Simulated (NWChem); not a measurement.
**SiCl4 (silicon tetrachloride): levels of theory compared**

Aim: a comparison of 6 runs (HF/STO-3G, HF/3-21G, B3LYP/6-31G*, MP2/STO-3G, MP2/def2-SVPD) of SiCl4 (silicon tetrachloride). 

The calculation is run with NWChem 7.3.0.

2 further runs of the same task are left out: 1 that didn't finish, 1 set aside as unsound or not needed.

**1. The system as given**

The species is SiCl4 (5 atoms), meant as a singlet with charge 0. As SMILES, `Cl[Si](Cl)(Cl)Cl`. The shape is that of a PBE0-D4/def2-TZVP optimisation.

Bond lengths: Cl1–Si2 2.021 Å, Si2–Cl3 2.022 Å, Si2–Cl4 2.022 Å, Si2–Cl5 2.021 Å. Angles: Cl1–Si2–Cl3 109.5°, Cl1–Si2–Cl4 109.5°, Cl1–Si2–Cl5 109.5°, Cl3–Si2–Cl4 109.5°, Cl3–Si2–Cl5 109.5°, Cl4–Si2–Cl5 109.5°.

**2. Energy and gradient at HF/STO-3G (run 1)**

Input file input.nw:

```
start input
title "Cl4Si hf"
memory 2200 mb

geometry units angstrom noautosym nocenter noautoz
Cl   -0.962600   -0.087600    1.762300
Si    0.010000   -0.014700   -0.008300
Cl    1.655400   -1.185900    0.078100
Cl   -1.212100   -0.676900   -1.476100
Cl    0.559300    1.891400   -0.397500
end

basis spherical bse
Cl library STO-3G
Si library STO-3G
end

scf
thresh 1e-08
maxiter 80
print medium
end

task scf gradient
```

Launch:

```
$ nwchem input.nw > input.out
```

Standard output:

```text
[...]
  functions       =    45
[...]
  wavefunction    = RHF
[...]
         Total SCF energy =  -2104.121914105090
      One-electron energy =  -3965.330311729654
      Two-electron energy =   1334.030382080267
 Nuclear repulsion energy =    527.178015544298
        Time for solution =      3.4s
[...]
                         RHF ENERGY GRADIENTS
    atom               coordinates                        gradient
                 x          y          z           x          y          z
   1 Cl     -1.819050  -0.165540   3.330264    0.013930   0.001039  -0.025359
   2 Si      0.018897  -0.027779  -0.015685   -0.000014   0.000014   0.000019
   3 Cl      3.128252  -2.241026   0.147588   -0.023541   0.016752  -0.001234
   4 Cl     -2.290537  -1.279156  -2.789425    0.017485   0.009472   0.021005
   5 Cl      1.056924   3.574228  -0.751166   -0.007860  -0.027277   0.005569
[...]
```

It took 5.1 s on 1 thread of Intel Xeon Platinum 8175M at 2.50GHz (Skylake/Cascade Lake), shared host; peak memory 0.098 GiB.

**3. Energy and forces at HF/3-21G (run 2)**

Input file nw.nw:

```
start nw
title "Cl4Si hf"
memory total 2200 mb
charge 0

geometry units bohr noautosym nocenter noautoz
   Cl  -1.81905037  -0.16554001   3.33026435
   Si   0.01889726  -0.02777897  -0.01568473
   Cl   3.12825263  -2.24102621   0.14758761
   Cl  -2.29053704  -1.27915561  -2.78942473
   Cl   1.05692382   3.57422799  -0.75116613
end

basis spherical bse
   * library 3-21G
end

scf
   singlet
   rhf
   thresh 1e-08
   maxiter 80
   print low
end

task scf gradient
```

Launch:

```
$ nwchem nw.nw > nw.out
```

Standard output:

```text
[...]
  functions       =    65
[...]
  wavefunction    = RHF
[...]
         Total SCF energy =  -2116.724063300780
      One-electron energy =  -3978.426059170833
      Two-electron energy =   1334.524018277064
 Nuclear repulsion energy =    527.177977592989
        Time for solution =      4.6s
[...]
                         RHF ENERGY GRADIENTS
    atom               coordinates                        gradient
                 x          y          z           x          y          z
   1 Cl     -1.819050  -0.165540   3.330264    0.022720   0.001698  -0.041361
   2 Si      0.018897  -0.027779  -0.015685   -0.000012   0.000010   0.000016
   3 Cl      3.128253  -2.241026   0.147588   -0.038414   0.027339  -0.002014
   4 Cl     -2.290537  -1.279156  -2.789425    0.028532   0.015458   0.034272
   5 Cl      1.056924   3.574228  -0.751166   -0.012825  -0.044505   0.009087
 Task  times  cpu:        5.7s     wall:        5.7s
 Total times  cpu:        5.8s     wall:        5.8s
```

It took 6.3 s on 1 thread of Intel Xeon Platinum 8175M at 2.50GHz (Skylake/Cascade Lake), shared host; peak memory 0.098 GiB.

Runs 3 to 5 aren't shown in full; the table further down has their settings and results.

**4. Energy and gradient at MP2/def2-SVPD (run 6)**

Input file mymol.nw:

```
start mymol
title "Cl4Si"
memory 2200 mb

geometry units angstroms noautosym nocenter noautoz
  Cl   -0.962600   -0.087600    1.762300
  Si    0.010000   -0.014700   -0.008300
  Cl    1.655400   -1.185900    0.078100
  Cl   -1.212100   -0.676900   -1.476100
  Cl    0.559300    1.891400   -0.397500
end

basis spherical bse
  * library def2-SVPD
end

scf
  nopen 0
  rhf
  thresh 1e-08
  maxiter 80
end

mp2
  freeze core 25
  tight
end

task mp2 gradient
```

Launch:

```
$ nwchem mymol.nw > mymol.out
```

Standard output:

```text
[...]
  functions       =   132
[...]
  wavefunction    = RHF
[...]
         Total SCF energy =  -2126.493373478331
      One-electron energy =  -3991.068564262744
      Two-electron energy =   1337.397175240115
 Nuclear repulsion energy =    527.178015544298
        Time for solution =     55.9s
[...]
          Total MP2 energy         -2127.163245104070
[...]
                         mp2 ENERGY GRADIENTS
    atom               coordinates                        gradient
                 x          y          z           x          y          z
   1 Cl     -1.819050  -0.165540   3.330264    0.005842   0.000433  -0.010635
   2 Si      0.018897  -0.027779  -0.015685   -0.000009   0.000011   0.000013
   3 Cl      3.128252  -2.241026   0.147588   -0.009866   0.007019  -0.000516
   4 Cl     -2.290537  -1.279156  -2.789425    0.007328   0.003968   0.008804
   5 Cl      1.056924   3.574228  -0.751166   -0.003294  -0.011432   0.002334
[...]
```

It took 2.5 min on 1 thread of Intel Xeon Platinum 8175M at 2.50GHz (Skylake/Cascade Lake), shared host; peak memory 0.74 GiB.

**5. All runs side by side**

```
run                               level  Cartesian functions  iteration cap   energy (Eh)  dipole moment (D)  largest force (eV/Å)  wall time
  1                           HF/STO-3G                   no             80  -2104.121914               0.00                 1.489      5.1 s
  2                            HF/3-21G                   no             80  -2116.724063                  –                 2.428      6.3 s
  3  B3LYP/6-31G* (Cartesian functions)                  yes            100  -2130.471736                  –                 0.592       44 s
  4  B3LYP/6-31G* (spherical functions)                   no            100  -2130.457285               0.00                 0.585       50 s
  5                          MP2/STO-3G                   no             80  -2104.172845               0.00                 1.856       10 s
  6                       MP2/def2-SVPD                   no             80  -2127.163245               0.00                 0.624    2.5 min
```

**6. Results**

| quantity | value |
| --- | --- |
| run 6: total energy | -2127.16325 Eh |
| run 6: dipole moment (of the density that the program reports) | 0.00 D |
| run 6: HOMO energy (Hartree–Fock orbitals) | -12.98 eV |
| run 6: LUMO energy (Hartree–Fock orbitals) | 1.66 eV |
| run 6: HOMO–LUMO gap (Hartree–Fock orbitals) | 14.64 eV |
| run 6: correlation energy (25 core orbitals frozen) | -669.9 mEh |
| run 6: largest force on an atom | 0.624 eV/Å |

In words: In runs 1, 5 the basis is minimal, so the values are rough. All runs together took 4.4 min, the longest 2.5 min.
